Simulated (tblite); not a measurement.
# C5H8N2OSi: the cost of one run

Computed with tblite 0.8.0 and PySCF 2.14.0, with density-fitted response routines of our own, on a single molecule in the gas phase. Atoms count from 0, in the outputs and in this text.

## (1) The starting structure

17 atoms, charge 0, multiplicity 1; geometry from: force field or distance geometry start.

Bonds of the start (Å): C0–C1 1.48, C1–C2 1.45, C2–N3 1.14, C1–N4 1.29, N4–Si5 1.80, Si5–C6 1.84, C6–C7 1.48, C7–O8 1.20, C0–H9 1.11, C0–H10 1.09, C0–H11 1.10, Si5–H12 1.48, Si5–H13 1.49, C6–H14 1.12, C6–H15 1.14, C7–H16 1.08.

## (2) Geometry optimisation with GFN2-xTB

The job: settings as JSON, then the geometry in Å.

```
{"job": {"kind": "relax", "xc": "GFN2-xTB", "basis": "xTB"}, "charge": 0, "multiplicity": 1}
C      3.127300     0.549900     0.099700
C      1.817300    -0.102500    -0.120400
C      1.822900    -1.525700    -0.379500
N      1.804300    -2.644500    -0.605800
N      0.698900     0.538300    -0.059700
Si    -0.780600    -0.451600    -0.355600
C     -2.301700     0.266200     0.398200
C     -3.149900     0.865400    -0.651500
O     -2.855200     1.948600    -1.086500
H      3.846700    -0.213000     0.460800
H      3.471400     0.977700    -0.845600
H      2.972000     1.354300     0.838100
H     -0.520200    -1.768100     0.279500
H     -0.963600    -0.576200    -1.826100
H     -2.884300    -0.571300     0.858300
H     -2.090300     0.983500     1.257900
H     -4.022100     0.381200    -1.063600
```

On the command line:

```bash
OMP_NUM_THREADS=1 python probes_run.py task.json out
```

The driver reads the jobs from task.json and runs them one after another.

Q: Estimate the wall time and peak memory of this first job on 1 thread of Intel Xeon at 2.50GHz, shared host.

About 5.4 s, with a peak of 0.18 GiB.
